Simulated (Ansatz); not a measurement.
# Ti2Al2H: the cost of one run

Method: DFT PBEsol, scalar-relativistic, plane waves, PAW, in Ansatz 0.2.0.

4 further runs of the same task are left out: 2 that didn't finish, 2 set aside as unsound or not needed.

## Step 1: The system as given

Symmetry: P4mm, No. 99, tetragonal system. The conventional cell has a = 2.795 Å, b = 2.795 Å, c = 23.058 Å, α = 90.00°, β = 90.00°, γ = 90.00°. Al (site symmetry 4mm) has 4 Al at 2.80 Å and 4 Ti at 2.83 Å as nearest neighbours. Ti (site symmetry 4mm) has 4 Ti at 2.80 Å and 8 Al at 2.83 to 2.84 Å as nearest neighbours. Around Al (site symmetry 4mm) lie 8 Ti at 2.76 to 2.84 Å and 4 Al at 2.80 Å. Around Ti (site symmetry 4mm) lie 4 Al at 2.76 Å and 4 Ti at 2.80 Å.

Coordinates:

```xyz
4
Lattice="2.7952 0.0000 0.0000 0.0000 2.7952 0.0000 0.0000 0.0000 23.0581" Properties=species:S:1:pos:R:3 pbc="T T T"
Al    1.3976    1.3976    8.5000
Ti    0.0000    0.0000   10.5194
Al    1.3976    1.3976   12.5525
Ti    0.0000    0.0000   14.4730
```

Planes are indexed in the bulk's conventional cell (P4/mmm (No. 123)), a = 2.795 Å, b = 2.795 Å, c = 4.039 Å, α = 90.00°, β = 90.00°, γ = 90.00°.

It is a (001) slab, 6.1 Å thick as cut, with 17 Å of vacuum; its outer planes are Ti (top) and Al (bottom). An earlier relaxation, lower half held, gave -5996.2643 eV, work function 4.60 eV (top face), 4.39 eV (bottom face), dipole along +c -0.009 e·Å per cell.

## Step 2: Height changed by +0.30 Å

The adatom is now moved up and down over its best place, with everything held.

A dipole layer in the vacuum cancels the field that periodic copies would set up if the slab's two faces differ.

input.yaml

```yaml
crystal:
  lattice:
    - [2.7951585985, 0.0, 0.0]
    - [0.0, 2.7951585985, 0.0]
    - [0.0, 0.0, 25.0581107125]
  atoms:
    - { symbol: Al, position: [0.5, 0.5, 0.339211527] }
    - { symbol: Ti, position: [0.0, 0.0, 0.4197990167] }
    - { symbol: Al, position: [0.5, 0.5, 0.500934053] }
    - { symbol: Ti, position: [0.0, 0.0, 0.5775789157] }
    - { symbol: H, position: [0.3333333333, 0.3333333333, 0.6374647394] }
basis:
  ecutwfc: 420
kpoints:
  mp_grid: { grid: [10, 10, 1] }
hamiltonian:
  xc: pbesol
scf:
  occupations: { method: gaussian, width: 0.1 }
output:
  forces: true
  stress: true
  eigenvalues: true
  write_density: true
  write_potential: true
  elf: true
  volumetric_format: npy
efield:
  axis: 3
  dipole_correction: true
  ramp_width: 0.04
```

Launch:

```console
$ ansatz run input.yaml --threads 1 --pin off --max-ram 2560MiB --backend cpu --events-out ev --progress --plain --runs-dir out
```

Q: Estimate wall time and peak memory on 1 thread of Intel Xeon at 2.70GHz, shared host.

About 17 s, with a peak of 0.46 GiB.
